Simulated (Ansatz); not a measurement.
# PbS: pressure up to the limit of the methods

How does PbS (rocksalt type) answer strong compression, and how long do frozen cores keep up with all electrons? The runs shown use LAPW, crystal datasets and norm-conserving. Companion runs by PAW are cited. Its runs: the reference run (LAPW); volume scaled by 1 (crystal datasets and norm-conserving); volume scaled by 0.94 (LAPW and crystal datasets); volume scaled by 0.88 (LAPW); volume scaled by 0.8 (LAPW); volume scaled by 0.72 (LAPW and crystal datasets); volume scaled by 0.64 (LAPW); volume scaled by 0.55 (LAPW, crystal datasets and norm-conserving).

Program: Ansatz 0.2.0. Level of theory: DFT PBE, with the methods named in each step. These are calculated values, not measurements.

### 1 The system as given

It takes space group Fm-3m (No. 225, cubic). The conventional cell has a = 6.008 Å, b = 6.008 Å, c = 6.008 Å, α = 90.00°, β = 90.00°, γ = 90.00°. Pb (site symmetry m-3m) has 6 S at 3.00 Å as nearest neighbours. S (site symmetry m-3m) is surrounded by 6 Pb at 3.00 Å.

As a file:

```
CELL_PARAMETERS angstrom
0.00000 3.00422 3.00422
3.00422 0.00000 3.00422
3.00422 3.00422 0.00000
ATOMIC_POSITIONS crystal
Pb 0.00000 0.00000 0.00000
S 0.50000 0.50000 0.50000
```

Whether this phase is the stable one at these pressures isn't tested.

Atoms are numbered in the order of the input: Pb1, S2.

### 2 The reference volume, LAPW

The input, input.yaml:

```yaml
crystal:
  lattice:
    - [0.0, 3.004219143, 3.004219143]
    - [3.004219143, 0.0, 3.004219143]
    - [3.004219143, 3.004219143, 0.0]
  atoms:
    - { symbol: Pb, position: [0.0, 0.0, 0.0] }
    - { symbol: S, position: [0.5, 0.5, 0.5] }
kpoints:
  mp_grid: { grid: [14, 14, 14] }
  band_path:
    path:
      - [0.0, 0.0, 0.0]
      - [0.5, 0.0, 0.5]
      - [0.625, 0.25, 0.625]
      - [0.375, 0.375, 0.75]
      - [0.0, 0.0, 0.0]
      - [0.5, 0.5, 0.5]
      - [0.5, 0.25, 0.75]
      - [0.5, 0.0, 0.5]
    npoints: 14
scf:
  occupations: { method: fermi_dirac, width: 0.1 }
hamiltonian:
  xc: pbe
  pseudopotentials: { kind: all_electron, lapw: { basis_error: 0.001 } }
output:
  forces: true
  stress: true
  eigenvalues: true
  populations: true
  dos: { projected: true, de: 0.2, e_range: [-14, 8] }
```

Run with:

```sh
ansatz run input.yaml --threads 1 --pin off --max-ram 2048MiB --backend cpu --events-out ev --progress --plain --runs-dir out
```

### 3 Volume scaled by 1, crystal datasets

The input, input.yaml:

```yaml
crystal:
  lattice:
    - [0.0, 3.004219143, 3.004219143]
    - [3.004219143, 0.0, 3.004219143]
    - [3.004219143, 3.004219143, 0.0]
  atoms:
    - { symbol: Pb, position: [0.0, 0.0, 0.0] }
    - { symbol: S, position: [0.5, 0.5, 0.5] }
kpoints:
  mp_grid: { grid: [14, 14, 14] }
scf:
  occupations: { method: fermi_dirac, width: 0.1 }
hamiltonian:
  xc: pbe
  pseudopotentials: { kind: all_electron, datasets: crystal }
output:
  forces: true
  stress: true
  eigenvalues: true
```

### 4 Volume scaled by 1, norm-conserving

input.yaml, as its differences from that of step 3:

```diff
@@ -14,3 +14,3 @@
   xc: pbe
-  pseudopotentials: { kind: all_electron, datasets: crystal }
+  pseudopotentials: { kind: nc }
 output:
```

### 5 Volume scaled by 0.94, LAPW

The input, input.yaml:

```yaml
crystal:
  lattice:
    - [0.0, 2.94289134, 2.94289134]
    - [2.94289134, 0.0, 2.94289134]
    - [2.94289134, 2.94289134, 0.0]
  atoms:
    - { symbol: Pb, position: [0.0, 0.0, 0.0] }
    - { symbol: S, position: [0.5, 0.5, 0.5] }
kpoints:
  mp_grid: { grid: [14, 14, 14] }
scf:
  occupations: { method: fermi_dirac, width: 0.1 }
hamiltonian:
  xc: pbe
  pseudopotentials: { kind: all_electron, lapw: { basis_error: 0.001 } }
output:
  forces: true
  stress: true
  eigenvalues: true
  populations: true
```

### 6 Volume scaled by 0.94, crystal datasets

input.yaml, as its differences from that of step 5:

```diff
@@ -14,3 +14,3 @@
   xc: pbe
-  pseudopotentials: { kind: all_electron, lapw: { basis_error: 0.001 } }
+  pseudopotentials: { kind: all_electron, datasets: crystal }
 output:
@@ -19,2 +19 @@
   eigenvalues: true
-  populations: true
```

### 7 Volume scaled by 0.88, LAPW

The input, input.yaml:

```yaml
crystal:
  lattice:
    - [0.0, 2.8788950513, 2.8788950513]
    - [2.8788950513, 0.0, 2.8788950513]
    - [2.8788950513, 2.8788950513, 0.0]
  atoms:
    - { symbol: Pb, position: [0.0, 0.0, 0.0] }
    - { symbol: S, position: [0.5, 0.5, 0.5] }
kpoints:
  mp_grid: { grid: [14, 14, 14] }
scf:
  occupations: { method: fermi_dirac, width: 0.1 }
hamiltonian:
  xc: pbe
  pseudopotentials: { kind: all_electron, lapw: { basis_error: 0.001 } }
output:
  forces: true
  stress: true
  eigenvalues: true
  populations: true
```

### 8 Volume scaled by 0.8, LAPW

input.yaml, as its differences from that of step 7:

```diff
@@ -2,5 +2,5 @@
   lattice:
-    - [0.0, 2.8788950513, 2.8788950513]
-    - [2.8788950513, 0.0, 2.8788950513]
-    - [2.8788950513, 2.8788950513, 0.0]
+    - [0.0, 2.7888700056, 2.7888700056]
+    - [2.7888700056, 0.0, 2.7888700056]
+    - [2.7888700056, 2.7888700056, 0.0]
   atoms:
```

### 9 Volume scaled by 0.72, LAPW

input.yaml, as its differences from that of step 8:

```diff
@@ -2,5 +2,5 @@
   lattice:
-    - [0.0, 2.7888700056, 2.7888700056]
-    - [2.7888700056, 0.0, 2.7888700056]
-    - [2.7888700056, 2.7888700056, 0.0]
+    - [0.0, 2.6926243854, 2.6926243854]
+    - [2.6926243854, 0.0, 2.6926243854]
+    - [2.6926243854, 2.6926243854, 0.0]
   atoms:
```

### 10 Volume scaled by 0.72, crystal datasets

input.yaml, as its differences from that of step 9:

```diff
@@ -14,3 +14,3 @@
   xc: pbe
-  pseudopotentials: { kind: all_electron, lapw: { basis_error: 0.001 } }
+  pseudopotentials: { kind: all_electron, datasets: crystal }
 output:
@@ -19,2 +19 @@
   eigenvalues: true
-  populations: true
```

### 11 Volume scaled by 0.64, LAPW

The input, input.yaml:

```yaml
crystal:
  lattice:
    - [0.0, 2.5889575752, 2.5889575752]
    - [2.5889575752, 0.0, 2.5889575752]
    - [2.5889575752, 2.5889575752, 0.0]
  atoms:
    - { symbol: Pb, position: [0.0, 0.0, 0.0] }
    - { symbol: S, position: [0.5, 0.5, 0.5] }
kpoints:
  mp_grid: { grid: [14, 14, 14] }
scf:
  occupations: { method: fermi_dirac, width: 0.1 }
hamiltonian:
  xc: pbe
  pseudopotentials: { kind: all_electron, lapw: { basis_error: 0.001 } }
output:
  forces: true
  stress: true
  eigenvalues: true
  populations: true
```

### 12 Volume scaled by 0.55, LAPW

The input, input.yaml:

```yaml
crystal:
  lattice:
    - [0.0, 2.4614206454, 2.4614206454]
    - [2.4614206454, 0.0, 2.4614206454]
    - [2.4614206454, 2.4614206454, 0.0]
  atoms:
    - { symbol: Pb, position: [0.0, 0.0, 0.0] }
    - { symbol: S, position: [0.5, 0.5, 0.5] }
kpoints:
  mp_grid: { grid: [14, 14, 14] }
  band_path:
    path:
      - [0.0, 0.0, 0.0]
      - [0.5, 0.0, 0.5]
      - [0.625, 0.25, 0.625]
      - [0.375, 0.375, 0.75]
      - [0.0, 0.0, 0.0]
      - [0.5, 0.5, 0.5]
      - [0.5, 0.25, 0.75]
      - [0.5, 0.0, 0.5]
    npoints: 8
scf:
  occupations: { method: fermi_dirac, width: 0.1 }
hamiltonian:
  xc: pbe
  pseudopotentials: { kind: all_electron, lapw: { basis_error: 0.001 } }
output:
  forces: true
  stress: true
  eigenvalues: true
  populations: true
  dos: { projected: true, de: 0.2, e_range: [-14, 8] }
```

### 13 Volume scaled by 0.55, crystal datasets

The input, input.yaml:

```yaml
crystal:
  lattice:
    - [0.0, 2.4614206454, 2.4614206454]
    - [2.4614206454, 0.0, 2.4614206454]
    - [2.4614206454, 2.4614206454, 0.0]
  atoms:
    - { symbol: Pb, position: [0.0, 0.0, 0.0] }
    - { symbol: S, position: [0.5, 0.5, 0.5] }
kpoints:
  mp_grid: { grid: [14, 14, 14] }
scf:
  occupations: { method: fermi_dirac, width: 0.1 }
hamiltonian:
  xc: pbe
  pseudopotentials: { kind: all_electron, datasets: crystal }
output:
  forces: true
  stress: true
  eigenvalues: true
```

### 14 Volume scaled by 0.55, norm-conserving

input.yaml, as its differences from that of step 13:

```diff
@@ -14,3 +14,3 @@
   xc: pbe
-  pseudopotentials: { kind: all_electron, datasets: crystal }
+  pseudopotentials: { kind: nc }
 output:
```

(Steps that only read results are left out.)

Q: Predict the outcome of this session. Wanted: LAPW pressure at 0.55 of the volume; PAW pressure at 0.55 of the volume; PAW; crystal datasets pressure at 0.55 of the volume; norm-conserving pressure at 0.55 of the volume; fitted bulk modulus at zero pressure.

As calculated:

```
                                           quantity      value
                LAPW pressure at 0.55 of the volume  107.5 GPa
                 PAW pressure at 0.55 of the volume  107.5 GPa
PAW (level accurate) pressure at 0.55 of the volume  107.7 GPa
    crystal datasets pressure at 0.55 of the volume  107.5 GPa
     norm-conserving pressure at 0.55 of the volume  107.7 GPa
        fitted bulk modulus at zero pressure (LAPW)     55 GPa
                            its pressure derivative       3.97
```

In words: By LAPW the pressure climbs to 107 GPa at 0.55 of the first volume. One third-order Birch-Murnaghan curve follows these points (B₀ = 55 GPa, B′ = 3.97, misfit at most 0.07 GPa). A fit over so wide a range leans to the high pressures, so B₀ can be off by several per cent. Where LAPW's pressure is over 3 GPa, PAW's departs from it by at most 0.3 %, at 0.94 of the volume. The gap goes from 0.49 to none: pressure closes it at this level, in a cell held to this structure, which the real crystal may leave first. The ions are at rest, and the electrons smeared by 0.1 eV. Spin-orbit coupling is left out, though the cell holds Pb; in elements this heavy it can shift bands and gaps by tenths of an eV.
